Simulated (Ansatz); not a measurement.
# ZnCd3Se2S2: the cost of one run

Method: DFT PBE, scalar-relativistic, plane waves, PAW, unless a step names another level, in Ansatz 0.2.0.

1 further run of the same task is left out (it didn't finish). Runs told in other sessions of the task aren't counted.

### 1 The structure to begin with

Symmetry: Pmn2_1, No. 31, orthorhombic system. The conventional cell has a = 8.423 Å, b = 7.272 Å, c = 6.842 Å, α = 90.00°, β = 90.00°, γ = 90.00°. Around Zn (site symmetry m) lie 2 S at 2.36 Å and 2 Se at 2.49 Å. Around Cd (site symmetry 1) lie 2 S at 2.57 Å and 2 Se at 2.68 Å. Cd (site symmetry m) has 2 S at 2.57 to 2.58 Å and 2 Se at 2.67 Å in its first shell of neighbours. Around Se (site symmetry 1) lie 1 Zn at 2.49 Å and 3 Cd at 2.67 to 2.68 Å. S (site symmetry m) has 1 Zn at 2.36 Å and 3 Cd at 2.57 Å in its first shell of neighbours. Around S (site symmetry m) lie 1 Zn at 2.36 Å and 3 Cd at 2.57 to 2.58 Å.

Structure file:

```cif
data_structure
_symmetry_space_group_name_H-M 'P 1'
_symmetry_Int_Tables_number 1
_cell_length_a 8.4227
_cell_length_b 7.2721
_cell_length_c 6.8425
_cell_angle_alpha 90.000
_cell_angle_beta 90.000
_cell_angle_gamma 90.000
_cell_volume 419.11
loop_
_atom_site_label
_atom_site_type_symbol
_atom_site_fract_x
_atom_site_fract_y
_atom_site_fract_z
_atom_site_occupancy
Zn1 Zn 0.50000 0.15823 0.50843 1
Zn2 Zn 0.00000 0.84177 0.00843 1
Cd1 Cd 0.25117 0.67762 0.49158 1
Cd2 Cd 0.74883 0.67762 0.49158 1
Cd3 Cd 0.00000 0.15301 0.50590 1
Cd4 Cd 0.50000 0.84699 0.00590 1
Cd5 Cd 0.24883 0.32238 0.99158 1
Cd6 Cd 0.75117 0.32238 0.99158 1
Se1 Se 0.73753 0.32405 0.38301 1
Se2 Se 0.26247 0.32405 0.38301 1
Se3 Se 0.23753 0.67595 0.88301 1
Se4 Se 0.76247 0.67595 0.88301 1
S1 S 0.00000 0.83070 0.35362 1
S2 S 0.50000 0.85583 0.38285 1
S3 S 0.50000 0.16930 0.85362 1
S4 S 0.00000 0.14417 0.88285 1
```

It came out lowest among 18 distinct ends of the trial cells. At a tolerance of 0.02 Å it has space group Pmn2_1 (No. 31).

### 2 Kick test: the unmoved cell on a coarse mesh

input.yaml

```yaml
crystal:
  lattice:
    - [0.0, 0.0, -6.8424685714]
    - [0.0, -7.2720848786, 0.0]
    - [-8.4227449615, 0.0, 0.0]
  atoms:
    - { symbol: Zn, position: [0.4915656724, 0.8417741162, 0.5] }
    - { symbol: Zn, position: [0.9915656724, 0.1582258838, 1.0] }
    - { symbol: Cd, position: [0.5084150737, 0.3223754806, 0.7488302514] }
    - { symbol: Cd, position: [0.5084150737, 0.3223754806, 0.2511697486] }
    - { symbol: Cd, position: [0.4940979901, 0.8469871446, 0.0] }
    - { symbol: Cd, position: [0.9940979901, 0.1530128554, 0.5] }
    - { symbol: Cd, position: [0.0084150737, 0.6776245194, 0.7511697486] }
    - { symbol: Cd, position: [0.0084150737, 0.6776245194, 0.2488302514] }
    - { symbol: Se, position: [0.6169877202, 0.6759546172, 0.2624677161] }
    - { symbol: Se, position: [0.6169877202, 0.6759546172, 0.7375322839] }
    - { symbol: Se, position: [0.1169877202, 0.3240453828, 0.7624677161] }
    - { symbol: Se, position: [0.1169877202, 0.3240453828, 0.2375322839] }
    - { symbol: S, position: [0.6463771027, 0.1692992357, 1.0] }
    - { symbol: S, position: [0.617153647, 0.1441717713, 0.5] }
    - { symbol: S, position: [0.1463771027, 0.8307007643, 0.5] }
    - { symbol: S, position: [0.117153647, 0.8558282287, 1.0] }
basis:
  ecutwfc: 420
kpoints:
  mp_grid: { grid: [2, 2, 2] }
hamiltonian:
  xc: pbe
scf:
  occupations: { method: gaussian, width: 0.1 }
  lower_state_search: "off"
output:
  forces: true
  stress: true
  eigenvalues: true
```

Run with:

```bash
$ ansatz run input.yaml --threads 1 --pin off --max-ram 2560MiB --backend cpu --events-out ev --progress --plain --runs-dir out
```

Q: Estimate wall time and peak memory on 1 thread of Intel Xeon 6975P-C (Granite Rapids), shared host.

About 13 s, with a peak of 0.88 GiB.
